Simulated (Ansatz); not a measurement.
The system is SnTe3.

```
Te Sn
1.0
     0.00000    3.86122    3.86122
     3.86122    0.00000    3.86122
     3.86122    3.86122    0.00000
Te Sn
3 1
Direct
  0.50000 0.50000 0.50000
  0.75000 0.75000 0.75000
  0.25000 0.25000 0.25000
  0.00000 0.00000 0.00000
```

The cell comes from a database or a generator and needn't be the stable form of this composition.

| Quantity | Value |
| --- | --- |
| Program | Ansatz 0.2.0 |
| Task | relaxation of cell and atoms |
| Functional | PBEsol |
| Potentials or basis | all-electron LAPW, scalar-relativistic |
| Basis error allowed | 0.002 eV/atom |
| k mesh | 6 × 6 × 6 |
| Occupations | fermi-dirac, width 0.05 eV |
| Spin | no spin polarisation |

At the start: volume 28.78 Å³/atom.

Question: How do energy, volume and symmetry change on relaxing?

Answer: Over 5 steps the energy falls by 14.3 meV/atom and the volume is 27.21 Å³/atom (-5.5 %); space group Fm-3m (No. 225, to 0.05 Å).

The path:
| step | energy change (eV) | largest force (eV/Å) | volume (Å³) |
| --- | --- | --- | --- |
| 1 | 0.0000 | 0.0000 | 115.13 |
| 2 | -0.0522 | 0.0000 | 107.09 |
| 3 | -0.0572 | 0.0000 | 109.00 |
| 4 | -0.0572 | 0.0000 | 108.85 |
| 5 | -0.0572 | 0.0000 | 108.85 |

Final structure:
```yaml
crystal:
  lattice:
    - [0.00000, 3.78967, 3.78967]
    - [3.78967, 0.00000, 3.78967]
    - [3.78967, 3.78967, 0.00000]
  atoms:
    - { symbol: Te, position: [0.50000, 0.50000, 0.50000] }
    - { symbol: Te, position: [0.75000, 0.75000, 0.75000] }
    - { symbol: Te, position: [0.25000, 0.25000, 0.25000] }
    - { symbol: Sn, position: [0.00000, 0.00000, 0.00000] }
```
